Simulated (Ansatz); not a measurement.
# ZrBr2F2: basis-set convergence

An exercise on one series of results from a longer session: the logs are not shown, and one member is left open.

The runs use Ansatz 0.2.0, Gaussian basis; one geometry, several basis sets.

Plan: PBE0-D4/def2-SVP; ωB97M-V/def2-SVP; PBE0-D4/def2-QZVPP; ωB97M-V/def2-QZVPP; the functionals' def2-TZVPP values are taken from earlier runs.

## The geometry

All runs share one geometry, relaxed beforehand with PBE0-D4 in a triple-zeta def2 set. Zr takes the def2 core potential; no spin-orbit term is included.

SMILES `[F][Zr]([F])([Br])[Br]`, 5 atoms, charge 0, spin multiplicity 1.

Atoms are counted from 1 here; the program's logs count them from 0.

Bond lengths: F1–Zr2 1.880 Å, Zr2–F3 1.880 Å, Zr2–Br4 2.485 Å, Zr2–Br5 2.485 Å. Angles: F1–Zr2–F3 108.7°, F1–Zr2–Br4 109.5°, F1–Zr2–Br5 109.5°, F3–Zr2–Br4 109.5°, F3–Zr2–Br5 109.5°, Br4–Zr2–Br5 110.3°.

Coordinates:

```mol
Br2F2Zr
  3D, bonds by distance, orders not assigned

  5  4  0  0  0  0  0  0  0  0999 V2000
    0.1808   -0.6172    1.8469 F   0  0
    0.0901   -0.1039    0.0410 Zr  0  0
    1.3540   -1.0993   -0.9310 F   0  0
   -2.1863   -0.5706   -0.8394 Br  0  0
    0.6115    2.3174   -0.1590 Br  0  0
  1  2  8  0
  2  3  8  0
  2  4  8  0
  2  5  8  0
M  END
```

Set-up of the first run:

in.yaml

```yaml
crystal:
  periodic: [false, false, false]
  atoms:
    - {symbol: F, position_ang: [0.180769, -0.617213, 1.846919]}
    - {symbol: Zr, position_ang: [0.090097, -0.103934, 0.041026]}
    - {symbol: F, position_ang: [1.353961, -1.099256, -0.931035]}
    - {symbol: Br, position_ang: [-2.186306, -0.570647, -0.839359]}
    - {symbol: Br, position_ang: [0.611479, 2.317449, -0.158951]}
basis:
  gaussian: {orbitals: def2-SVP}
hamiltonian: {xc: pbe0, dispersion: d4}
output: {orbitals: {seedname: orbitals}}
```

The run is started by

```console
$ ansatz run in.yaml --threads 4 --pin off --events-out ev --progress --plain --max-ram 10444MiB
```

Steps of the session up to this table: PBE0-D4 in def2-SVP; ωB97M-V in def2-SVP; PBE0-D4 in def2-QZVPP; ωB97M-V in def2-QZVPP.

One table of the session follows, with a row left open; its other results are not shown here.

It belongs to the step «Functionals by basis». 

```
functional       basis  HOMO (eV)  LUMO (eV)
   PBE0-D4    def2-SVP      -9.02      -2.37
   PBE0-D4  def2-TZVPP          ?          ?
   PBE0-D4  def2-QZVPP      -9.03      -2.37
   ωB97M-V    def2-SVP     -11.13      -0.26
   ωB97M-V  def2-TZVPP     -11.18      -0.33
   ωB97M-V  def2-QZVPP     -11.18      -0.32
```

Q: Estimate the row for PBE0-D4, def2-TZVPP from the others.

**Answer.** HOMO (eV): -9.04; LUMO (eV): -2.39. In the column «HOMO (eV)» it lies between ωB97M-V, def2-SVP (-11.13) and PBE0-D4, def2-QZVPP (-9.03).
